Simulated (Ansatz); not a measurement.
**wB97M-V/def2-SVPD run of SiHCl3 (SMILES Cl[SiH](Cl)Cl)**

Aim: the electronic atomisation energy of SiHCl3 at wB97M-V/def2-SVPD, from 4 runs. 

Program for the calculation: Ansatz 0.2.0.

44 further runs of the same task are left out: 2 that didn't finish, 42 set aside as unsound or not needed.

## (1) The structure to begin with

SiHCl3 has 5 atoms, charge 0, and is taken as a singlet. SMILES: `Cl[SiH](Cl)Cl`. Geometry: relaxed at PBE0-D4/def2-TZVP.

Bond lengths: Cl1–Si2 2.030 Å, Si2–Cl3 2.030 Å, Si2–Cl4 2.030 Å, Si2–H5 1.469 Å. Angles: Cl1–Si2–Cl3 109.5°, Cl1–Si2–Cl4 109.5°, Cl3–Si2–Cl4 109.5°, Cl1–Si2–H5 109.5°, Cl3–Si2–H5 109.4°, Cl4–Si2–H5 109.4°.

## (2) The energy at wB97M-V/def2-SVPD

File input.yaml:

```yaml
crystal:
  periodic: [false, false, false]
  atoms:
    - {symbol: Cl, position_ang: [1.690930, -0.571430, 0.891880]}
    - {symbol: Si, position_ang: [-0.081300, -0.012690, 0.075440]}
    - {symbol: Cl, position_ang: [0.017700, 1.933700, -0.491290]}
    - {symbol: Cl, position_ang: [-0.476020, -1.170520, -1.544190]}
    - {symbol: H, position_ang: [-1.151310, -0.179060, 1.068150]}
basis:
  gaussian: {orbitals: def2-SVPD}
output: {orbitals: {seedname: orbitals}}
hamiltonian: {xc: {name: wB97M-V}}
accuracy: high
```

The run is started by

```console
$ ansatz run input.yaml --threads 1 --pin off --max-ram 3480MiB --events-out events.jsonl --progress --plain --runs-dir runs
```

Output:

```text
Warning: RAYON_NUM_THREADS=1 ignored (pool sized by the plan → 1); use --threads N
Functional definition: wB97M-V
  name "wB97M-V"
  parameter omega = 0.3/bohr
  parameter cx = 0.15
  parameter cx01 = 1.007
  parameter cx10 = 0.259
  parameter css00 = 0.443
  parameter css04 = -1.437
  parameter css10 = -4.535
  parameter css20 = -3.390
  parameter css43 = 4.278
  parameter cos00 = 1.000
  parameter cos10 = 1.358
  parameter cos20 = 2.924
  parameter cos21 = -8.812
  parameter cos60 = -1.390
  parameter cos61 = 9.142
  parameter b = 6.0
  parameter c = 0.01
  gx(w, u) = 1 - cx + cx01*u + cx10*w
  gss(w, u) = css00 + css04*u^4 + css10*w + css20*w^2 + css43*w^4*u^3
  gos(w, u) = cos00 + cos10*w + (cos20 + cos21*u)*w^2 + (cos60 + cos61*u)*w^6
  exchange = spin_sum(e_x_unif_sr(omega)*gx(b97_w, b97_u_x)) + cx*exact_x_sr(omega) + exact_x_lr(omega)
  correlation = spin_sum(e_c_pw_mod_same_spin*gss(b97_w, b97_u_same))
      + integral(e_c_pw_mod_opposite_spin*gos(b97_w_opposite, b97_u_opposite)) + vv10(b, c)
2081 factors; integrals over basis functions are off by at most 3.4e-9 eV
544 factors; integrals over basis functions are off by at most 1.7e-9 eV
mean field evaluation 1: about -45448.9793 eV, gradient 2.0e1 eV
mean field evaluation 2: about -45449.4470 eV, gradient 1.7e1 eV
mean field evaluation 4: about -45450.1609 eV, gradient 8.7e-1 eV
mean field evaluation 8: about -45450.2540 eV, gradient 1.4e-2 eV
mean field evaluation 16: about -45450.2541 eV, gradient 9.3e-6 eV
mean field -45450.25405816 eV, -1670.2660293488 hartree, gradient 8.3e-8 eV, S^2 0.000000; 0 other end points of the search recorded, 0 dependent functions left out
reference -45450.25406289 eV, -1670.2660295226 hartree; 33, 33 occupied and 80, 80 virtual orbitals, 2081 factors
Total energy: -45450.25406289 eV, -1670.2660295226 hartree
```

It took 38 s on 1 thread of Intel Xeon 6975P-C (Granite Rapids), shared host; peak memory 0.77 GiB.

## (3) The Cl atom, same level

File job.yaml:

```yaml
crystal:
  periodic: [false, false, false]
  atoms:
    - {symbol: Cl, position_ang: [0.000000, 0.000000, 0.000000]}
basis:
  gaussian: {orbitals: def2-SVPD}
magnetization: {spin_polarized: true, initial_magnetization: 1}
hamiltonian: {xc: {name: wB97M-V}}
accuracy: high
```

The run is started by

```console
$ ansatz run job.yaml --threads 1 --pin off --max-ram 3480MiB --events-out events.jsonl --progress --plain --runs-dir runs
```

Output (excerpt; [...] marks lines left out):

```text
Warning: RAYON_NUM_THREADS=1 ignored (pool sized by the plan → 1); use --threads N
[... 2 set-up lines as earlier in the session ...]
[...]
  gx(w, u) = 1 - cx + cx01*u + cx10*w
  gss(w, u) = css00 + css04*u^4 + css10*w + css20*w^2 + css43*w^4*u^3
  gos(w, u) = cos00 + cos10*w + (cos20 + cos21*u)*w^2 + (cos60 + cos61*u)*w^6
[...]
      + integral(e_c_pw_mod_opposite_spin*gos(b97_w_opposite, b97_u_opposite)) + vv10(b, c)
222 factors; integrals over basis functions are off by at most 2.5e-9 eV
105 factors; integrals over basis functions are off by at most 2.0e-9 eV
[...]
mean field -12516.63766849 eV, -459.9779502354 hartree, gradient 6.6e-8 eV, S^2 0.751636; 0 other end points of the search recorded, 0 dependent functions left out
reference -12516.63767032 eV, -459.9779503026 hartree; 9, 8 occupied and 18, 19 virtual orbitals, 222 factors
Total energy: -12516.63767032 eV, -459.9779503026 hartree
```

Run time: 3.3 s. Hardware: 1 thread of Intel Xeon 6975P-C (Granite Rapids), shared host; peak memory 0.25 GiB.

## (4) The H atom, same level

File job.yaml:

```yaml
basis:
  gaussian:
    orbitals: def2-SVPD
crystal:
  periodic: [false, false, false]
  atoms:
    - symbol: H
      position_ang: [0.000000, 0.000000, 0.000000]
magnetization:
  spin_polarized: true
  initial_magnetization: 1
hamiltonian:
  xc: {name: wB97M-V}
accuracy: high
```

The run is started by

```console
$ ansatz run job.yaml --threads 1 --pin off --max-ram 3480MiB --events-out events.jsonl --progress --plain --runs-dir runs
```

Output (excerpt; [...] marks lines left out):

```text
Warning: RAYON_NUM_THREADS=1 ignored (pool sized by the plan → 1); use --threads N
[... 2 set-up lines as earlier in the session ...]
[...]
  gx(w, u) = 1 - cx + cx01*u + cx10*w
  gss(w, u) = css00 + css04*u^4 + css10*w + css20*w^2 + css43*w^4*u^3
  gos(w, u) = cos00 + cos10*w + (cos20 + cos21*u)*w^2 + (cos60 + cos61*u)*w^6
[...]
      + integral(e_c_pw_mod_opposite_spin*gos(b97_w_opposite, b97_u_opposite)) + vv10(b, c)
33 factors; integrals over basis functions are off by at most 4.9e-10 eV
32 factors; integrals over basis functions are off by at most 3.4e-10 eV
[...]
mean field -13.38016317 eV, -0.4917119273 hartree, gradient 3.0e-8 eV, S^2 0.750000; 0 other end points of the search recorded, 0 dependent functions left out
reference -13.38016526 eV, -0.4917120041 hartree; 1, 0 occupied and 7, 8 virtual orbitals, 33 factors
Total energy: -13.38016526 eV, -0.4917120041 hartree
```

Run time: 0.28 s. Hardware: 1 thread of Intel Xeon 6975P-C (Granite Rapids), shared host.

## (5) The Si atom at the same level

File job.yaml:

```yaml
crystal:
  periodic: [false, false, false]
  atoms:
    - symbol: Si
      position_ang: [0.000000, 0.000000, 0.000000]
basis:
  gaussian:
    orbitals: def2-SVPD
magnetization:
  spin_polarized: true
  initial_magnetization: 2
hamiltonian:
  xc: {name: wB97M-V}
accuracy: high
```

Run the same way, it converges to -289.25522 Eh (log not shown).

## (6) Summary of results

At wB97M-V/def2-SVPD:

| quantity | value |
| --- | --- |
| molecule: total energy | -1670.26603 Eh |
| molecule: HOMO energy | -11.75 eV |
| molecule: LUMO energy | 1.14 eV |
| molecule: HOMO–LUMO gap | 12.89 eV |
| Cl atom: total energy | -459.97795 Eh |
| Cl atom: ⟨S²⟩ | 0.752 |
| H atom: total energy | -0.49171 Eh |
| H atom: ⟨S²⟩ | 0.750 |
| Si atom: total energy | -289.25522 Eh |
| Si atom: ⟨S²⟩ | 2.001 |
| electronic atomisation energy | 15.925 eV |

Taking the molecule apart into free atoms costs 15.93 eV (367 kcal/mol), before zero-point energy and without spin-orbit coupling.
